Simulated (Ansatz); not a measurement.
# WCl+ (quintet): from Hartree-Fock to the top rungs, def2-TZVPP

One table from this session's results is given with a row withheld; the runs are named, their logs left out.

Program: Ansatz 0.2.0, Gaussian basis. Level of theory: def2-TZVPP, core rule «outside noble gas», up to 9 orbitals frozen. These are calculated values, not measurements.

Plan: UHF; ROHF; CCSD(T) on UHF.

2 further runs of the same task are left out: 2 set aside as unsound or not needed.

### The system

The geometry is a PBE0/def2-TZVP stationary point (not a proven minimum) of the parent state, kept for this charge and spin. No spin-orbit coupling is included. Elements past krypton take def2 core potentials.

2 atoms, charge 1, spin multiplicity 5.

Atoms are counted from 1 here; the program's logs count them from 0.

Bond lengths: W1–Cl2 2.143 Å.

Coordinates:

```xyz
2
charge 1, multiplicity 5
W     0.0000    0.0000    0.0000
Cl    0.0000    0.0000    2.1428
```

Set-up of the first run:

in.yaml

```yaml
crystal:
  periodic: [false, false, false]
  atoms:
    - {symbol: W, position_ang: [0.000000, 0.000000, 0.000000]}
    - {symbol: Cl, position_ang: [0.000000, 0.000000, 2.142800]}
basis:
  gaussian: {orbitals: def2-TZVPP}
total_charge: 1
magnetization: {spin_polarized: true, initial_magnetization: 4}
hamiltonian: {xc: hf}
output: {orbitals: {seedname: orbitals}}
```

On the command line:

```
ansatz run in.yaml --threads 1 --pin off --events-out ev --progress --plain --max-ram 4096MiB --backend cpu
```

Steps of the session up to this table: UHF; ROHF; CCSD(T) on UHF.

One of the session's tables, all rows but one given; the rest of the session is left out.

| method | from UCCSD(T) (meV) |
| --- | --- |
| ROHF | +8617.6 |
| UHF | +8394.7 |
| UMP2 | ? |
| UCCSD | +415.3 |
| UCCSD(T) | 0 |

**Question.** Estimate the row for UMP2.

**Answer.** from UCCSD(T) (meV): +966.8. In the column «from UCCSD(T) (meV)» it lies between UCCSD (+415.3) and UHF (+8394.7).
